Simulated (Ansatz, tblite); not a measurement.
# Trans-NiH2(AsH3)2 (NiAs₂H₈): a ladder of methods and basis sets

Aim: run the singlet of trans-NiH2(AsH3)2 (NiAs₂H₈) at one geometry on many levels, and compare frontier levels, spin and run time.

The runs use Ansatz 0.2.0, Gaussian basis; as each input shows.

Plan: GFN1-xTB, GFN2-xTB, PBE-D4/def2-TZVP, r2SCAN-D4/def2-TZVP, r2SCANh-D4/def2-TZVP, HF/def2-TZVP, ωB97X-V/def2-TZVP, CAM-B3LYP-D4/def2-TZVP, BLYP-D4/def2-TZVP, PBE-D4/def2-SVP, PBE0-D4/def2-SVP, HF/6-31G, B3LYP-D4/6-31G, PBE0-D4/def2-TZVPD, PBE-D4/def2-TZVPD, r2SCAN-D4/def2-TZVPD, CCSD(T)/def2-SVP, MP2/def2-TZVP, RPA/def2-TZVP.

## (1) The structure

The singlet was relaxed beforehand with PBE0-D4/def2-SVP.

11 atoms, charge 0, spin multiplicity 1.

Bond lengths: Ni1–H2 1.512 Å, Ni1–As3 2.196 Å, Ni1–H7 1.513 Å, Ni1–As8 2.196 Å, As3–H4 1.513 Å, As3–H5 1.513 Å, As3–H6 1.518 Å, As8–H9 1.518 Å, As8–H10 1.514 Å, As8–H11 1.513 Å. Angles: H2–Ni1–As3 94.8°, H2–Ni1–H7 179.4°, H2–Ni1–As8 85.8°, As3–Ni1–H7 85.2°, As3–Ni1–As8 178.8°, H7–Ni1–As8 94.3°, Ni1–As3–H4 117.3°, Ni1–As3–H5 117.9°, Ni1–As3–H6 125.8°, H4–As3–H5 96.7°, H4–As3–H6 96.7°, H5–As3–H6 96.7°, Ni1–As8–H9 125.4°, Ni1–As8–H10 116.4°, Ni1–As8–H11 119.2°, H9–As8–H10 96.7°, H9–As8–H11 96.7°, H10–As8–H11 96.7°.

Formally the metal is d8. No spin-orbit coupling is included.

PBE0-D4/def2-TZVP was run before; its log isn't repeated, and its numbers join the tables.

## (2) GFN1-xTB

Tight binding, by tblite at 300 K electronic temperature and without a spin-polarisation term:

```python
tblite.interface.Calculator('GFN1-xTB', numbers, positions, charge=0, uhf=0).singlepoint()
```

Energy -356.1689 eV, HOMO -9.75 eV, LUMO -7.37 eV; 0.007 s.

## (3) GFN2-xTB

Tight binding, by tblite at 300 K electronic temperature and without a spin-polarisation term:

```python
tblite.interface.Calculator('GFN2-xTB', numbers, positions, charge=0, uhf=0).singlepoint()
```

Energy -369.6181 eV, HOMO -9.66 eV, LUMO -7.13 eV; 0.005 s.

## (4) PBE-D4/def2-TZVP

start.molden holds the orbitals of an earlier run on this state, given as this run's starting guess.

Input file in.yaml:

```yaml
crystal:
  periodic: [false, false, false]
  atoms:
    - {symbol: Ni, position_ang: [0.020947, 0.000273, -0.025887]}
    - {symbol: H, position_ang: [1.443063, -0.139482, 0.468646]}
    - {symbol: As, position_ang: [0.025887, 2.195275, 0.022902]}
    - {symbol: H, position_ang: [-0.994598, 2.871684, 0.912531]}
    - {symbol: H, position_ang: [-0.332576, 2.932740, -1.249024]}
    - {symbol: H, position_ang: [1.204129, 3.071646, 0.408684]}
    - {symbol: H, position_ang: [-1.406560, 0.141021, -0.506369]}
    - {symbol: As, position_ang: [-0.016649, -2.195000, -0.041325]}
    - {symbol: H, position_ang: [-1.142933, -3.051705, -0.590566]}
    - {symbol: H, position_ang: [0.083052, -2.878823, 1.305327]}
    - {symbol: H, position_ang: [1.116249, -2.947629, -0.704918]}
basis:
  gaussian: {orbitals: def2-TZVP, initial_orbitals: start.molden}
hamiltonian: {xc: pbe, dispersion: d4}
scf: {omitted_lower_state_checks: [starts]}
output: {orbitals: {seedname: orbitals}}
```

The run is started by

```sh
> ansatz run in.yaml --threads 4 --pin off --events-out ev --progress --plain --max-ram 3916MiB
```

Further steps of the session: r2SCAN-D4/def2-TZVP; r2SCANh-D4/def2-TZVP; HF/def2-TZVP; ωB97X-V/def2-TZVP; CAM-B3LYP-D4/def2-TZVP; BLYP-D4/def2-TZVP; PBE-D4/def2-SVP; PBE0-D4/def2-SVP; HF/6-31G; B3LYP-D4/6-31G; PBE0-D4/def2-TZVPD; PBE-D4/def2-TZVPD; r2SCAN-D4/def2-TZVPD; CCSD(T)/def2-SVP; MP2/def2-TZVP; RPA/def2-TZVP.

**Question.** What will the summary of the whole plan be? Wanted: gap in def2-TZVP, named functionals and Hartree-Fock, smallest and largest; correlation energy, CCSD(T)/def2-SVP; correlation energy, MP2/def2-TZVP; binding an atom, functionals in def2-TZVP; PBE0 total energy, smallest basis above largest.

The runs gave:

```
                                                                  quantity                                value
gap in def2-TZVP, named functionals and Hartree-Fock, smallest and largest     2.49 eV (BLYP-D4), 11.99 eV (HF)
                                      correlation energy, CCSD(T)/def2-SVP                            -28.71 eV
                                         correlation energy, MP2/def2-TZVP                            -35.94 eV
                                 binding an atom, functionals in def2-TZVP  2.32 (PBE0-D4) to 2.44 eV (BLYP-D4)
                           PBE0 total energy, smallest basis above largest      21.35 eV (def2-SVP, def2-TZVPD)
```

In words: Orbital gaps of the named functionals and Hartree-Fock in def2-TZVP span 2.49 eV (BLYP-D4) to 11.99 eV (HF); exact exchange widens it. Notes on CCSD(T)/def2-SVP and its Hartree-Fock reference, which MP2 shares: restricted state is unstable towards broken spin symmetry.
